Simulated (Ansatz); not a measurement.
# Li2Pt: the cost of one run

Program: Ansatz 0.2.0, driven from Python. Level of theory: DFT PBEsol, all-electron LAPW. These are calculated values, not measurements.

## 1. Starting point

It takes space group P6/mmm (No. 191, hexagonal). The conventional cell has a = 4.186 Å, b = 4.186 Å, c = 2.661 Å, α = 90.00°, β = 90.00°, γ = 120.00°. Li (site symmetry -6m2) has 5 Li at 2.42 to 2.66 Å and 6 Pt at 2.76 Å in its first shell of neighbours. Pt (site symmetry 6/mmm) is surrounded by 2 Pt at 2.66 Å and 12 Li at 2.76 Å.

No structure file is read: the coordinates are typed or built in the script.

## 2. Script

File li2pt.py:

```python
"""E(V) of Li2Pt on LAPW."""

import warnings

import ansatz
from ase.eos import EquationOfState
from ase.units import GPa
import numpy as np

VECTORS = np.array([
    [4.186, 0.0, 0.0],
    [-2.093, 3.62518234, 0.0],
    [0.0, 0.0, 2.661],
])
SITES = [
    ("Li", [1 / 3, 2 / 3, 0.5]),
    ("Li", [2 / 3, 1 / 3, 0.5]),
    ("Pt", [0.0, 0.0, 0.0]),
]


def crystal_on(cell):
    crystal = ansatz.Crystal(lattice=ansatz.Lattice.of(cell))
    for symbol, position in SITES:
        crystal = crystal.atom(symbol, position)
    return crystal

warnings.simplefilter("ignore", ansatz.DeckWarning)

volumes, energies = [], []
for scale in np.linspace(0.92, 1.08, 5):
    cell = VECTORS * scale ** (1 / 3)
    setup = crystal_on(cell).calculation()
    setup = setup.functional("pbesol")
    setup = setup.occupations("cold")
    setup = setup.kpoints(8, 8, 11).pseudopotentials("all_electron", lapw=True, basis_error=0.002)
    r = setup.run(threads=1, backend="cpu").report
    volumes.append(abs(np.linalg.det(cell)) / len(SITES))
    energies.append(r["free_energy_ev"] / len(SITES))
    print(f"{scale:.3f} {volumes[-1]:9.4f} A^3/atom {energies[-1]:16.5f} eV/atom  (estimated basis error {1000 * r['lapw_basis_errors']['total_ev_per_atom']:.2f} meV/atom)")
v0, e0, bulk = EquationOfState(volumes, energies, eos="birchmurnaghan").fit()
print(f"V0 = {v0:.4f} A^3/atom, B0 = {bulk / GPa:.1f} GPa")
```

## 3. Launch

Command:

```console
> python li2pt.py
```

**Question.** How long does this script take on 1 thread of AMD EPYC 7R43 (Zen 3), shared host, and how much memory does it need?

About 60 s, with a peak of 0.48 GiB.
